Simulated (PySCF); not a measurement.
**LiBr⁻ at other levels of theory**

Starting from one script, swap the method and compare what comes out for LiBr⁻.

Program: PySCF 2.14.0. Level of theory: method and basis as typed in the scripts. These are calculated values, not measurements.

3 further runs of the same task are left out: 3 that didn't finish.

### Step 1. Where the work starts

LiBr⁻: 2 atoms, charge -1, spin multiplicity 2.

Bond lengths: Li1–Br2 2.209 Å.

### Step 2. The run that the others are compared with

Input file input.py:

```python
from pyscf import gto, dft

mol = gto.M(
    atom='Li 0 0 0; Br 0 0 2.209',
    basis='x2c-svpall',
    charge=-1,
    spin=1,
    verbose=4,
)
mf = dft.UKS(mol, xc='o3lyp')
mf = mf.sfx2c1e()
mf.kernel()
mf.analyze()
print('orbital energies (hartree):', [e[max(0, n-3):n+3].round(4) for e, n in zip(mf.mo_energy, mol.nelec)])
```

The run is started by

```sh
> OMP_NUM_THREADS=1 python input.py
```

### Step 3. CCSD(T) (UHF)

Variant 1 changes step after the SCF: analyze → ccsd(t); SCF type: UKS → UHF; functional: o3lyp → none (Hartree–Fock); frozen orbitals: none → 9.

Input file input.py:

```python
from pyscf import gto, scf, cc

mol = gto.M(
    atom='Li 0 0 0; Br 0 0 2.209',
    basis='x2c-svpall',
    charge=-1,
    spin=1,
    verbose=4,
)
mf = scf.UHF(mol)
mf = mf.sfx2c1e()
mf.kernel()
mycc = cc.CCSD(mf, frozen=9)
mycc.kernel()
mycc.ccsd_t()
mf.dip_moment()
print('orbital energies (hartree):', [e[max(0, n-3):n+3].round(4) for e, n in zip(mf.mo_energy, mol.nelec)])
```

### Step 4. Geometry optimisation

Variant 2 changes step after the SCF: analyze → optimize.

input.py: that of step 2 with these lines changed.

```diff
@@ -1,2 +1,3 @@
 from pyscf import gto, dft
+from pyscf.geomopt.geometric_solver import optimize
 
@@ -12,3 +13,7 @@
 mf.kernel()
-mf.analyze()
+g = mf.nuc_grad_method()
+g.grid_response = True
+mol_eq = optimize(g.as_scanner(), maxsteps=30)
+print('optimised geometry (angstrom)')
+print(mol_eq.tostring('raw'))
 print('orbital energies (hartree):', [e[max(0, n-3):n+3].round(4) for e, n in zip(mf.mo_energy, mol.nelec)])
```

### Step 5. SCF alone

Variant 3 changes step after the SCF: analyze → none.

input.py: that of step 2 with these lines changed.

```diff
@@ -12,3 +12,3 @@
 mf.kernel()
-mf.analyze()
+mf.dip_moment()
 print('orbital energies (hartree):', [e[max(0, n-3):n+3].round(4) for e, n in zip(mf.mo_energy, mol.nelec)])
```

### Step 6. Hf,lyp

Variant 4 changes functional: o3lyp → hf,lyp.

input.py: that of step 2 with these lines changed.

```diff
@@ -9,3 +9,3 @@
 )
-mf = dft.UKS(mol, xc='o3lyp')
+mf = dft.UKS(mol, xc='hf,lyp')
 mf = mf.sfx2c1e()
```

### Step 7. ROKS

Variant 5 changes SCF type: UKS → ROKS.

Input file input.py:

```python
from pyscf import gto, dft

mol = gto.M(
    atom='Li 0 0 0; Br 0 0 2.209',
    basis='x2c-svpall',
    charge=-1,
    spin=1,
    verbose=4,
)
mf = dft.ROKS(mol, xc='o3lyp')
mf = mf.sfx2c1e()
mf.kernel()
mf.analyze()
print('orbital energies (hartree):', mf.mo_energy[..., max(0, mol.nelec[1]-3):mol.nelec[0]+3].round(4))
```

**Question.** What will these runs give? Wanted: for each run, E(SCF); from base; gap, α spin; after the SCF.

**Answer**, as computed:

```csv
run,E(SCF) (hartree),from base (eV),cycles,"gap, α spin (eV)",after the SCF
base,-2613.936735,0,9,2.99,n/a
CCSD(T) (UHF),-2611.525928,not comparable,10,6.44,"CCSD(T) correlation -6.769 eV, core frozen"
geometry optimisation,-2613.936735,0.0000,9,2.99,"bond 2.286 Å, -0.016 eV"
SCF alone,-2613.936735,0.0000,9,2.99,n/a
"hf,lyp",-2613.308251,not comparable,9,6.39,n/a
ROKS,-2613.936716,+0.0005,9,n/a,n/a
```

SCF columns refer to the geometry typed in the script.

**Reading.** The highest filled level of this anion is positive: the basis lacks diffuse functions or the electron is not bound, so these numbers hang on the basis. Total energies of different functionals can't be compared with each other; differences within one functional can. The dearest run is “geometry optimisation”, at 9.9 s against 1.9 s.
